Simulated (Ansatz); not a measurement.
# Rb2YInCl6: the cost of one run

Computed with Ansatz 0.2.0 (DFT PBEsol, scalar-relativistic, plane waves, PAW, unless a step's input says otherwise).

### Step 1. The structure to begin with

It takes space group Fm-3m (No. 225, cubic). Conventional cell: a = 11.382 Å, b = 11.382 Å, c = 11.382 Å, α = 90.00°, β = 90.00°, γ = 90.00°. Rb (site symmetry -43m) is surrounded by 12 Cl at 4.03 Å. Y (site symmetry m-3m) has 6 Cl at 2.64 Å as nearest neighbours. In (site symmetry m-3m) is surrounded by 6 Cl at 3.05 Å. Cl (site symmetry 4mm) has 1 Y at 2.64 Å and 1 In at 3.05 Å as nearest neighbours.

Coordinates:

```
CELL_PARAMETERS angstrom
0.00000 5.69082 5.69082
5.69082 0.00000 5.69082
5.69082 5.69082 0.00000
ATOMIC_POSITIONS crystal
Rb 0.75000 0.75000 0.75000
Rb 0.25000 0.25000 0.25000
Y 0.00000 0.00000 0.00000
In 0.50000 0.50000 0.50000
Cl 0.76789 0.23211 0.23211
Cl 0.23211 0.23211 0.76789
Cl 0.23211 0.76789 0.76789
Cl 0.23211 0.76789 0.23211
Cl 0.76789 0.23211 0.76789
Cl 0.76789 0.76789 0.23211
```

Source of the structure: the Materials Project (structure only).

(A quick probe on a coarse mesh, which set the mesh and smearing, is not shown.)

### Step 3. Relaxing cell and atoms

File input.yaml:

```yaml
crystal:
  lattice:
    - [0.0, 5.690817, 5.690817]
    - [5.690817, 0.0, 5.690817]
    - [5.690817, 5.690817, 0.0]
  atoms:
    - { symbol: Rb, position: [0.75, 0.75, 0.75] }
    - { symbol: Rb, position: [0.25, 0.25, 0.25] }
    - { symbol: "Y", position: [0.0, 0.0, 0.0] }
    - { symbol: In, position: [0.5, 0.5, 0.5] }
    - { symbol: Cl, position: [0.767893, 0.232107, 0.232107] }
    - { symbol: Cl, position: [0.232107, 0.232107, 0.767893] }
    - { symbol: Cl, position: [0.232107, 0.767893, 0.767893] }
    - { symbol: Cl, position: [0.232107, 0.767893, 0.232107] }
    - { symbol: Cl, position: [0.767893, 0.232107, 0.767893] }
    - { symbol: Cl, position: [0.767893, 0.767893, 0.232107] }
basis:
  ecutwfc: 420
kpoints:
  mp_grid: { grid: [4, 4, 4] }
hamiltonian:
  xc: pbesol
scf:
  occupations: { method: gaussian, width: 0.02 }
output:
  forces: true
  stress: true
  eigenvalues: true
  write_density: true
  write_potential: true
  elf: true
  volumetric_format: npy
relax:
  adjacent_minimum: "off"
  f_tol: 0.005
  max_steps: 80
  cell: { stress_tol: 0.05 }
```

Started as:

```sh
> ansatz run input.yaml --threads 2 --pin off --max-ram 5120MiB --backend cpu --events-out ev --progress --plain --runs-dir out
```

**Question.** How long does this run take on 2 threads of Intel Xeon Platinum 8259CL at 2.50GHz (Skylake/Cascade Lake), shared host, and how much memory does it need?

About 43 s, with a peak of 0.8 GiB.
